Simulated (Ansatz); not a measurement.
# AlIF2 (SMILES [F][Al]([F])[I]): single points off equilibrium

An exercise on one series of results from a longer session: the logs are not shown, and one member is left open.

Computed with Ansatz 0.2.0, Gaussian basis. Level: single points in def2-TZVPP.

Cores are frozen in the correlated methods. Filled d shells of the heavier atoms are correlated. Core potentials replace the inner electrons past krypton, and spin-orbit coupling is left out.

**Starting geometry**

SMILES `[F][Al]([F])[I]`, 4 atoms, charge 0, spin multiplicity 1.

Atoms are counted from 1 here; the program's logs count them from 0.

Bond lengths: F1–Al2 1.742 Å, Al2–F3 1.635 Å, Al2–I4 2.538 Å. Angles: F1–Al2–F3 116.5°, F1–Al2–I4 123.3°, F3–Al2–I4 120.1°.

Geometry (Å):

```mol
AlF2I
  3D, bonds by distance, orders not assigned

  4  3  0  0  0  0  0  0  0  0999 V2000
    1.2430    0.5960    1.2062 F   0  0
    0.1521   -0.0970    0.0387 Al  0  0
    0.2449   -1.7151   -0.1738 F   0  0
   -1.6042    1.2524   -1.2007 I   0  0
  1  2  8  0
  2  3  8  0
  2  4  8  0
M  END
```

The first run:

Contents of run/in.yaml:

```yaml
crystal:
  periodic: [false, false, false]
  atoms:
    - {symbol: F, position_ang: [1.243000, 0.596000, 1.206200]}
    - {symbol: Al, position_ang: [0.152100, -0.097000, 0.038700]}
    - {symbol: F, position_ang: [0.244900, -1.715100, -0.173800]}
    - {symbol: I, position_ang: [-1.604200, 1.252400, -1.200700]}
basis:
  gaussian: {orbitals: def2-TZVPP}
correlation: {method: ccsd_t}
output: {forces: true}
```

Run with:

```
$ ansatz run in.yaml --threads 8 --pin off --events-out ev --progress --plain --max-ram 10444MiB
```

Among the steps run: CCSD(T)/def2-TZVPP; PBE0-D4/def2-TZVPP; wB97M-V/def2-TZVPP; r2SCAN-D4/def2-TZVPP; PBE-D4/def2-TZVPP; BLYP-D4/def2-TZVPP; BHLYP-D4/def2-TZVPP.

One of the session's tables, all rows but one given; the rest of the session is left out.

| method | RMS force component (eV/Å) | angle to CCSD(T) forces (°) | dipole (D) |
| --- | --- | --- | --- |
| CCSD(T) | 1.005 | reference | 1.27 |
| PBE0-D4 | 0.998 | 2.0 | 1.36 |
| wB97M-V | 0.992 | 2.6 | 1.22 |
| r2SCAN-D4 | 0.983 | 0.3 | 1.25 |
| PBE-D4 | 0.872 | 12.5 | 1.34 |
| BLYP-D4 | 0.850 | 15.4 | 1.34 |
| BHLYP-D4 | ? | ? | ? |

**Question.** Estimate the row for BHLYP-D4.

The run gave: RMS force component (eV/Å): 1.121; angle to CCSD(T) forces (°): 10.7; dipole (D): 1.37. In the column «RMS force component (eV/Å)» it is the highest.
